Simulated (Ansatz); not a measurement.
**Ca: a strain scan**

The task, for Ca: strain the cell along the Voigt pattern (1, -1, 0, 0, 0, 0).

Computed with Ansatz 0.2.0 (DFT r2SCAN, scalar-relativistic, plane waves, PAW, unless a step's input says otherwise).

### Step 1. The structure to begin with

The structure is tetragonal, space group I4/mmm (No. 139). The conventional cell has a = 4.410 Å, b = 4.410 Å, c = 4.392 Å, α = 90.00°, β = 90.00°, γ = 90.00°. Ca (site symmetry 4/mmm) has 8 Ca at 3.81 Å as nearest neighbours.

Structure file:

```xyz
1
Lattice="-2.2052 2.2052 2.1961 2.2052 -2.2052 2.1961 2.2052 2.2052 -2.1961" Properties=species:S:1:pos:R:3 pbc="T T T"
Ca    0.0000    0.0000    2.1961
```

It goes back to an entry of the Materials Project, which need not be the stable form.

The cell is taken as given, not relaxed at this level.

### Step 2. The reference: the undisturbed cell on the scan's mesh

File input.yaml:

```yaml
crystal:
  lattice:
    - [-2.2052049036, 2.2052049036, 2.19611481]
    - [2.2052049036, -2.2052049036, 2.19611481]
    - [2.2052049036, 2.2052049036, -2.19611481]
  atoms:
    - { symbol: Ca, position: [0.5, 0.5, 0.0] }
basis:
  ecutwfc: 500
kpoints:
  mp_grid: { grid: [16, 16, 16] }
hamiltonian:
  xc: r2scan
scf:
  occupations: { method: gaussian, width: 0.15 }
output:
  forces: true
  stress: true
  eigenvalues: true
```

Command:

```console
ansatz run input.yaml --threads 1 --pin off --max-ram 1228MiB --backend cpu --events-out ev --progress --plain --runs-dir out
```

### Step 3. Setting up a strain scan

The cell is strained by ε times the Voigt pattern (1, -1, 0, 0, 0, 0) (xx, yy, zz, yz, xz, xy; engineering shear), with fractional coordinates fixed (clamped ions). The stress on the pattern is the sum of the stress components weighted by it, tension positive.

### Step 4. ε = -0.0400

input.yaml: that of step 2 with these lines changed.

```diff
@@ -2,5 +2,5 @@
   lattice:
-    - [-2.2052049036, 2.2052049036, 2.19611481]
-    - [2.2052049036, -2.2052049036, 2.19611481]
-    - [2.2052049036, 2.2052049036, -2.19611481]
+    - [-2.1169967075, 2.2934130997, 2.19611481]
+    - [2.1169967075, -2.2934130997, 2.19611481]
+    - [2.1169967075, 2.2934130997, -2.19611481]
   atoms:
```

### Step 5. ε = 0.0300

input.yaml: that of step 4 with these lines changed.

```diff
@@ -2,5 +2,5 @@
   lattice:
-    - [-2.1169967075, 2.2934130997, 2.19611481]
-    - [2.1169967075, -2.2934130997, 2.19611481]
-    - [2.1169967075, 2.2934130997, -2.19611481]
+    - [-2.2713610507, 2.1390487565, 2.19611481]
+    - [2.2713610507, -2.1390487565, 2.19611481]
+    - [2.2713610507, 2.1390487565, -2.19611481]
   atoms:
```

### Step 6. ε = -0.0200

input.yaml: that of step 5 with these lines changed.

```diff
@@ -2,5 +2,5 @@
   lattice:
-    - [-2.2713610507, 2.1390487565, 2.19611481]
-    - [2.2713610507, -2.1390487565, 2.19611481]
-    - [2.2713610507, 2.1390487565, -2.19611481]
+    - [-2.1611008055, 2.2493090017, 2.19611481]
+    - [2.1611008055, -2.2493090017, 2.19611481]
+    - [2.1611008055, 2.2493090017, -2.19611481]
   atoms:
```

### Step 7. At ε = 0.0100

input.yaml: that of step 6 with these lines changed.

```diff
@@ -2,5 +2,5 @@
   lattice:
-    - [-2.1611008055, 2.2493090017, 2.19611481]
-    - [2.1611008055, -2.2493090017, 2.19611481]
-    - [2.1611008055, 2.2493090017, -2.19611481]
+    - [-2.2272569526, 2.1831528546, 2.19611481]
+    - [2.2272569526, -2.1831528546, 2.19611481]
+    - [2.2272569526, 2.1831528546, -2.19611481]
   atoms:
```

(Steps that only read results are left out.)

What does the calculation give? Wanted: slope of the stress at ε = 0, from the points at -0.0200, 0 and 0.0100.

The runs gave:

```
                                                              quantity   value
slope of the stress at ε = 0, from the points at -0.0200, 0 and 0.0100  -1 GPa
```

In words: The slope of the stress at zero strain, -1 GPa, estimates C11 + C22 − 2 C12 with clamped ions in this Cartesian frame; a negative value means that the cell is unstable against this strain. The undisturbed cell stays the lowest of the sampled points.
